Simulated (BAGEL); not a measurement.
**CH5AsB (SMILES C[B][AsH2]) at ROHF/def2-SVP (density fitting with qzvpp-jkfit)**

What is the energy change on altering one bond length of CH5AsB at ROHF/def2-SVP (density fitting with qzvpp-jkfit)? 

Program for the calculation: BAGEL 1.2.2.

1 further run of the same task is left out (it didn't finish). Runs told in other sessions of the task aren't counted.

## (1) The system as given

CH5AsB: 8 atoms, total charge 0, spin state doublet. As SMILES, `C[B][AsH2]`. The shape comes from GFN2-xTB, which is rough for such elements, and wasn't checked as a minimum. This is one conformer, not always the lowest.

Bond lengths: C1–B2 1.555 Å, B2–As3 1.953 Å, C1–H4 1.093 Å, C1–H5 1.094 Å, C1–H6 1.092 Å, As3–H7 1.503 Å, As3–H8 1.519 Å. Angles: C1–B2–As3 132.0°, B2–C1–H4 108.5°, B2–C1–H5 112.3°, B2–C1–H6 115.7°, B2–As3–H7 94.8°, B2–As3–H8 97.6°, H4–C1–H5 106.4°, H4–C1–H6 106.5°, H5–C1–H6 106.9°, H7–As3–H8 89.5°.

## (2) The energy at ROHF/def2-SVP (density fitting with qzvpp-jkfit)

Input file input.json:

```json
{ "bagel" : [

{
  "title" : "molecule",
  "basis" : "svp",
  "df_basis" : "qzvpp-jkfit",
  "angstrom" : true,
  "geometry" : [
    { "atom" : "C", "xyz" : [   -0.532620,    1.184070,   -0.330600 ] },
    { "atom" : "B", "xyz" : [   -0.561790,   -0.256990,    0.253360 ] },
    { "atom" : "As", "xyz" : [    0.546980,   -1.827430,   -0.089970 ] },
    { "atom" : "H", "xyz" : [   -0.817590,    1.136870,   -1.385170 ] },
    { "atom" : "H", "xyz" : [    0.468660,    1.623330,   -0.300020 ] },
    { "atom" : "H", "xyz" : [   -1.207910,    1.900140,    0.141950 ] },
    { "atom" : "H", "xyz" : [    1.799990,   -1.223220,    0.478830 ] },
    { "atom" : "H", "xyz" : [    0.304270,   -2.536750,    1.231610 ] }
  ]
},
{
  "title" : "rohf",
  "nopen" : 1
},
{
  "title" : "print",
  "file" : "orbitals.molden",
  "orbitals" : true
}

]}
```

Started as:

```
$ BAGEL_NUM_THREADS=1 BAGEL input.json > input.out
```

Log:

```text
* using 1 threads per process

  ===============================================================
  ===============================================================

  *** Geometry ***

  { "atom" : "C", "xyz" : [     -1.006506,      2.237568,     -0.624743 ] },
  { "atom" : "B", "xyz" : [     -1.061629,     -0.485641,      0.478781 ] },
  { "atom" : "As", "xyz" : [      1.033642,     -3.453342,     -0.170019 ] },
  { "atom" : "H", "xyz" : [     -1.545021,      2.148373,     -2.617592 ] },
  { "atom" : "H", "xyz" : [      0.885639,      3.067649,     -0.566956 ] },
  { "atom" : "H", "xyz" : [     -2.282619,      3.590744,      0.268247 ] },
  { "atom" : "H", "xyz" : [      3.401488,     -2.311551,      0.904858 ] },
  { "atom" : "H", "xyz" : [      0.574987,     -4.793763,      2.327406 ] },

  Number of auxiliary basis functions:      506

  Since a DF basis is specified, we compute 2- and 3-index integrals:
    o Being stored without compression. Storage requirement is 0.029 GB

  Number of basis functions:       85
  Number of electrons      :       49

    * METHOD: MOLECULE                             0.15

  *** Open-shell HF ***

  === Nuclear Repulsion ===
   142.8979522940

      * DIIS with orbital gradients will be used.

  === ROHF iteration (svp) ===
      0      -2299.13830801          0.02630100           0.08
      1      -2299.24099312          0.01205431           0.08
      2      -2299.26061484          0.00523516           0.08
      3      -2299.26495816          0.00133253           0.08
      4      -2299.26592924          0.00041432           0.08
      5      -2299.26614850          0.00019744           0.08
      6      -2299.26618672          0.00005256           0.08
      7      -2299.26621727          0.00002979           0.08
      8      -2299.26622377          0.00001916           0.08
      9      -2299.26622659          0.00001450           0.08
     10      -2299.26622811          0.00000848           0.08
     11      -2299.26622861          0.00000396           0.08
     12      -2299.26622899          0.00000173           0.08
     13      -2299.26622897          0.00000064           0.08
     14      -2299.26622893          0.00000032           0.08
     15      -2299.26622893          0.00000016           0.08
     16      -2299.26622894          0.00000010           0.08
     17      -2299.26622895          0.00000008           0.08
     18      -2299.26622895          0.00000006           0.08
     19      -2299.26622895          0.00000004           0.08
     20      -2299.26622896          0.00000002           0.08
     21      -2299.26622896          0.00000001           0.08
    * SCF iteration converged.

    * S^2 (ROHF) is 0.7500

    * Permanent dipole moment:
           (   -0.092659,    -0.446413,     0.035403) a.u.

    * METHOD: ROHF                                 1.84

    * METHOD: PRINT                                0.01

  ===============================================================
```

Run time: 2.1 s. Hardware: 1 thread of AMD EPYC 9B45 (Zen 5), shared host.

## (3) The distorted shape

Input file hf.json:

```json
{ "bagel" : [

{
  "title" : "molecule",
  "basis" : "svp",
  "df_basis" : "qzvpp-jkfit",
  "angstrom" : "true",
  "geometry" : [
    { "atom" : "C", "xyz" : [      -0.241369,       2.035250,      -1.916488 ] },
    { "atom" : "B", "xyz" : [      -0.270539,       0.594190,      -1.332528 ] },
    { "atom" : "As", "xyz" : [       0.838231,      -0.976250,      -1.675858 ] },
    { "atom" : "H", "xyz" : [      -0.526339,       1.988050,      -2.971058 ] },
    { "atom" : "H", "xyz" : [       0.759911,       2.474510,      -1.885908 ] },
    { "atom" : "H", "xyz" : [      -0.916659,       2.751320,      -1.443938 ] },
    { "atom" : "H", "xyz" : [       2.091241,      -0.372040,      -1.107058 ] },
    { "atom" : "H", "xyz" : [       0.304270,      -2.536750,       1.231610 ] }
  ]
},

{ "title" : "rohf", "nopen" : 1 },

{ "title" : "print", "file" : "orbitals.molden", "orbitals" : "true" }

]}
```

Started as:

```
$ BAGEL_NUM_THREADS=1 BAGEL hf.json > hf.out
```

Log:

```text
* using 1 threads per process

  ===============================================================
  ===============================================================

  *** Geometry ***

  { "atom" : "C", "xyz" : [     -0.456121,      3.846065,     -3.621637 ] },
  { "atom" : "B", "xyz" : [     -0.511245,      1.122856,     -2.518113 ] },
  { "atom" : "As", "xyz" : [      1.584027,     -1.844845,     -3.166913 ] },
  { "atom" : "H", "xyz" : [     -0.994637,      3.756870,     -5.614486 ] },
  { "atom" : "H", "xyz" : [      1.436024,      4.676146,     -3.563850 ] },
  { "atom" : "H", "xyz" : [     -1.732234,      5.199241,     -2.728647 ] },
  { "atom" : "H", "xyz" : [      3.951873,     -0.703054,     -2.092036 ] },
  { "atom" : "H", "xyz" : [      0.574987,     -4.793763,      2.327406 ] },

  Number of auxiliary basis functions:      506

  Since a DF basis is specified, we compute 2- and 3-index integrals:
    o Being stored without compression. Storage requirement is 0.029 GB

  Number of basis functions:       85
  Number of electrons      :       49

    * METHOD: MOLECULE                             0.16

  *** Open-shell HF ***

  === Nuclear Repulsion ===
   135.8830244151

      * DIIS with orbital gradients will be used.

  === ROHF iteration (svp) ===
      0      -2299.03468725          0.02305456           0.08
      1      -2299.13961380          0.01001178           0.08
      2      -2299.16511740          0.00461297           0.08
      3      -2299.17165592          0.00159739           0.08
      4      -2299.17414954          0.00062438           0.08
      5      -2299.17452692          0.00023903           0.08
      6      -2299.17458765          0.00011215           0.08
      7      -2299.17460472          0.00004671           0.08
      8      -2299.17461008          0.00001510           0.08
      9      -2299.17460945          0.00000786           0.08
     10      -2299.17460908          0.00000463           0.08
     11      -2299.17460891          0.00000168           0.08
     12      -2299.17460895          0.00000059           0.08
     13      -2299.17460898          0.00000028           0.08
     14      -2299.17460899          0.00000017           0.08
     15      -2299.17460900          0.00000009           0.08
     16      -2299.17460900          0.00000004           0.08
     17      -2299.17460900          0.00000003           0.08
     18      -2299.17460900          0.00000001           0.08
     19      -2299.17460900          0.00000001           0.08
    * SCF iteration converged.

    * S^2 (ROHF) is 0.7500

    * Permanent dipole moment:
           (    0.323842,    -1.160661,     0.234811) a.u.

    * METHOD: ROHF                                 1.69

    * METHOD: PRINT                                0.01

  ===============================================================
```

Wall time 2 s (1 thread of AMD EPYC 9B45 (Zen 5), shared host).

## (4) Outcome

Level: ROHF/def2-SVP (density fitting with qzvpp-jkfit).

| quantity | value |
| --- | --- |
| first shape: total energy | -2299.26623 Eh |
| first shape: dipole moment | 1.16 D |
| first shape: ⟨S²⟩ | 0.750 |
| distorted shape: total energy | -2299.17461 Eh |
| distorted shape: dipole moment | 3.12 D |
| distorted shape: ⟨S²⟩ | 0.750 |
| energy change with the As3–H8 bond stretched from 1.519 to 3.343 Å | 2.493 eV |

What this shows: With the As3–H8 bond stretched from 1.519 to 3.343 Å the energy rises by 2.49 eV (57 kcal/mol). The first shape isn't relaxed at this level, so the change isn't measured from a minimum.
